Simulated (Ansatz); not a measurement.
# C₂H₈OSi: up Jacob's ladder to CCSD(T)

How much do the methods differ for C₂H₈OSi? The plan is to run it at one geometry with functionals of several rungs and with coupled cluster. The yardstick is the atomisation energy at the CCSD(T) limit.

The runs use Ansatz 0.2.0, Gaussian basis; functionals in def2-TZVPP, the program's frozen cores in correlated methods.

Plan: LDA (SPW92), PBE-D4, revPBE-D4, BLYP-D4, r2SCAN-D4, B97M-V, PBE0-D4, B3LYP-D4, r2SCANh-D4, r2SCAN0-D4, HSE06-D4, BHLYP-D4, CAM-B3LYP-D4, LC-ωPBE, ωB97X-V, ωB97M-V, B2PLYP, PBE-QIDH; CCSD(T)/def2-SVP; CCSD(T)/def2-TZVPP; MP2/def2-QZVPP; extrapolation to the limit; RPA on PBE.

## Step 1: Structure used throughout

The geometry comes from an earlier relaxation with PBE0-D4 in a triple-zeta def2 set; it is a stationary point, not always the lowest conformer.

SMILES `CO[SiH2]C`, 12 atoms, charge 0, spin multiplicity 1.

Atoms are counted from 1 here; the program's logs count them from 0.

Bond lengths: C1–O2 1.406 Å, C1–H5 1.092 Å, C1–H6 1.097 Å, C1–H7 1.096 Å, O2–Si3 1.646 Å, Si3–C4 1.864 Å, Si3–H8 1.494 Å, Si3–H9 1.483 Å, C4–H10 1.093 Å, C4–H11 1.094 Å, C4–H12 1.093 Å. Angles: O2–C1–H5 108.4°, O2–C1–H6 111.7°, O2–C1–H7 111.6°, H5–C1–H6 108.3°, H5–C1–H7 108.2°, H6–C1–H7 108.4°, C1–O2–Si3 122.9°, O2–Si3–C4 112.5°, O2–Si3–H8 109.3°, O2–Si3–H9 105.4°, C4–Si3–H8 108.9°, C4–Si3–H9 110.9°, H8–Si3–H9 109.8°, Si3–C4–H10 111.6°, Si3–C4–H11 110.0°, Si3–C4–H12 111.1°, H10–C4–H11 107.6°, H10–C4–H12 108.3° and more.

## Step 2: LDA

This LDA is Slater exchange with PW92 correlation.

in.yaml reads:

```yaml
crystal:
  periodic: [false, false, false]
  atoms:
    - {symbol: C, position_ang: [0.090913, 1.599502, -1.010710]}
    - {symbol: O, position_ang: [0.715314, 0.340310, -1.046324]}
    - {symbol: Si, position_ang: [0.813079, -0.647301, 0.266875]}
    - {symbol: C, position_ang: [-0.854178, -1.277028, 0.813411]}
    - {symbol: H, position_ang: [0.306486, 2.118040, -1.946783]}
    - {symbol: H, position_ang: [0.464358, 2.214361, -0.182192]}
    - {symbol: H, position_ang: [-0.997171, 1.508076, -0.911535]}
    - {symbol: H, position_ang: [1.443101, 0.096371, 1.398528]}
    - {symbol: H, position_ang: [1.691660, -1.767902, -0.148769]}
    - {symbol: H, position_ang: [-1.508818, -0.460020, 1.127203]}
    - {symbol: H, position_ang: [-0.737347, -1.953775, 1.664729]}
    - {symbol: H, position_ang: [-1.350495, -1.825736, 0.009468]}
basis:
  gaussian: {orbitals: def2-TZVPP}
hamiltonian: {xc: lda}
output: {orbitals: {seedname: orbitals}}
```

After this run come: PBE-D4 (GGA); revPBE-D4 (GGA); BLYP-D4 (GGA); r2SCAN-D4 (meta-GGA); B97M-V (meta-GGA); PBE0-D4 (hybrid); B3LYP-D4 (hybrid); r2SCANh-D4 (hybrid); r2SCAN0-D4 (hybrid); HSE06-D4 (hybrid); BHLYP-D4 (hybrid); CAM-B3LYP-D4 (range-separated); LC-ωPBE-D4 (range-separated); ωB97X-V (range-separated); ωB97M-V (range-separated); B2PLYP (double hybrid); PBE-QIDH (double hybrid); CCSD(T) in def2-SVP; CCSD(T) in def2-TZVPP; MP2 in def2-QZVPP; RPA on PBE orbitals.

Q: Predict the results of all the runs planned. Wanted: atomisation energy, CCSD(T)/CBS; farthest beyond LDA; mean size of error, GGA; mean size of error, meta-GGA; mean size of error, hybrid; mean size of error, range-separated; mean size of error, double hybrid; gap, smallest and largest; T1 diagnostic.

As calculated:

```
                               quantity                                                        value
        atomisation energy, CCSD(T)/CBS                                                4397.1 kJ/mol
 functionals within 22.0 kJ/mol (0.5 %)  r2SCAN-D4, B97M-V, B3LYP-D4, CAM-B3LYP-D4, ωB97X-V, ωB97M-V
                    farthest beyond LDA                                      BHLYP-D4 (-97.6 kJ/mol)
                mean size of error, GGA                                                  39.8 kJ/mol
           mean size of error, meta-GGA                                                   3.2 kJ/mol
             mean size of error, hybrid                                                  37.8 kJ/mol
    mean size of error, range-separated                                                  15.0 kJ/mol
      mean size of error, double hybrid                                                  46.5 kJ/mol
              gap, smallest and largest                    6.27 eV (LDA (SPW92)), 13.74 eV (LC-ωPBE)
                          T1 diagnostic                                                       0.0103
triples share of the correlation energy                                                        3.4 %
```

**Reading.** The LDA atomisation energy is off by 538.0 kJ/mol (12 %): it overbinds. PBE-D4 is off by +22.5 kJ/mol. Double hybrids carry the basis error of their MP2 part in triple zeta, and no dispersion term here, so their miss is partly the set-up's. The rungs meta-GGA, range-separated miss on average by less than the doubt on the reference (22.0 kJ/mol), so they tie. The reference freezes the cores and leaves out relativity and excitations past (T), so misses under about 22.0 kJ/mol can't be ranked. Hartree-Fock recovers 75 % of the binding; the rest is correlation. CCSD(T) in def2-SVP is off by -242.0 kJ/mol, more than most functionals: a good method in a small basis is no reference. The gap grows from 6.3 to 13.7 eV across the functionals, mostly with the share of exact exchange.
